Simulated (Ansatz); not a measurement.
# ErC4: the cost of one run

Computed with Ansatz 0.2.0 (DFT PBE, scalar-relativistic, plane waves, PAW; 4f electrons in the core of a trivalent norm-conserving potential, unless a step's input says otherwise).

1 further run of the same task is left out (it didn't finish). Runs told in other sessions of the task aren't counted.

### 1 The structure to begin with

Symmetry: Cmmm, No. 65, orthorhombic system. The conventional cell has a = 4.308 Å, b = 4.552 Å, c = 7.701 Å, α = 90.00°, β = 90.00°, γ = 90.00°. Er (site symmetry mmm) has 4 C at 2.15 to 2.28 Å in its first shell of neighbours. C (site symmetry mm2) has 1 C at 1.72 Å in its first shell of neighbours. C (site symmetry mmm) is surrounded by 2 C at 1.72 Å and 4 Er at 2.15 to 2.28 Å. Around C (site symmetry mmm) lie 2 C at 2.13 Å.

Coordinates:

```cif
data_structure
_symmetry_space_group_name_H-M 'P 1'
_symmetry_Int_Tables_number 1
_cell_length_a 3.1333
_cell_length_b 3.1333
_cell_length_c 7.7008
_cell_angle_alpha 90.000
_cell_angle_beta 90.000
_cell_angle_gamma 93.155
_cell_volume 75.49
loop_
_atom_site_label
_atom_site_type_symbol
_atom_site_fract_x
_atom_site_fract_y
_atom_site_fract_z
_atom_site_occupancy
Er1 Er 0.50000 0.50000 0.50000 1
C1 C 0.00000 0.00000 0.27646 1
C2 C 0.00000 0.00000 0.72354 1
C3 C 0.00000 0.00000 0.50000 1
C4 C 0.00000 0.00000 0.00000 1
```

The cell is invented: random cell by space group and Wyckoff sites (Cmmm, No. 65). Lengths come from tabulated atomic sizes and are only a guess.

### 2 Probe: one point on a coarse mesh

The input, input.yaml:

```yaml
crystal:
  lattice:
    - [2.15376776, -2.27577122, 0.0]
    - [2.15376776, 2.27577122, 0.0]
    - [0.0, 0.0, 7.70077462]
  atoms:
    - { symbol: Er, position: [0.5, 0.5, 0.5] }
    - { symbol: C, position: [0.0, 0.0, 0.27646439] }
    - { symbol: C, position: [0.0, 0.0, 0.72353561] }
    - { symbol: C, position: [0.0, 0.0, 0.5] }
    - { symbol: C, position: [0.0, 0.0, 0.0] }
basis:
  ecutwfc: 770
kpoints:
  mp_grid: { grid: [6, 6, 2] }
hamiltonian:
  xc: pbe
  pseudopotentials:
    kind: paw
    azcp: { Er: "pseudopotentials/pbe/nc/lanthanide_3plus/Er.nc.azcp" }
scf:
  occupations: { method: gaussian, width: 0.1 }
  lower_state_search: "off"
output:
  forces: true
  stress: true
  eigenvalues: true
```

The run is started by

```
$ ansatz run input.yaml --threads 1 --pin off --max-ram 2560MiB --backend cpu --events-out ev --progress --plain --runs-dir out
```

Q: Estimate wall time and peak memory on 1 thread of Intel Xeon at 2.50GHz (Skylake/Cascade Lake), shared host.

About 13 s, with a peak of 0.39 GiB.
